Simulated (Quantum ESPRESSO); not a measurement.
CsLi3O2:

```
CELL_PARAMETERS angstrom
6.01603 0.00000 0.00000
-3.00802 5.21004 0.00000
0.00000 0.00000 3.15643
ATOMIC_POSITIONS crystal
Cs 0.00000 0.00000 0.50000
Li 0.00000 0.50000 0.00000
Li 0.50000 0.50000 0.00000
Li 0.50000 0.00000 0.00000
O 0.66667 0.33333 0.50000
O 0.33333 0.66667 0.50000
```

The cell was built by a generator and needn't be a form met in nature.

Base run:

- Program: Quantum ESPRESSO 7.5
- Functional: PBE
- Potentials or basis: SSSP 1.3 efficiency PBE
- Cutoff: 748 eV
- Density cutoff: 5987 eV
- k mesh: 5 × 5 × 8
- Occupations: fermi-dirac, width 0.05 eV
- Spin: no spin polarisation

Its results: band gap on the k mesh 0.52 eV, indirect (least direct gap 1.01 eV); pressure -6.6 GPa.

Problem. The run is repeated on the same cell with these changes: functional from PBE to revPBE; occupations from fermi-dirac, width 0.05 eV to methfessel-paxton, width 0.05 eV. What comes out?

Solution. Band gap on the k mesh 0.56 eV, indirect (least direct gap 1.05 eV); pressure -5.3 GPa.

Caveats: spin-orbit coupling is left out, which moves the levels of the heavy elements; an odd mesh through Γ misses points on the zone boundary, where band edges often lie; the potentials were made for another functional, which shifts forces and pressure (some runs); this smearing can shift energies of a crystal with a gap (some runs).
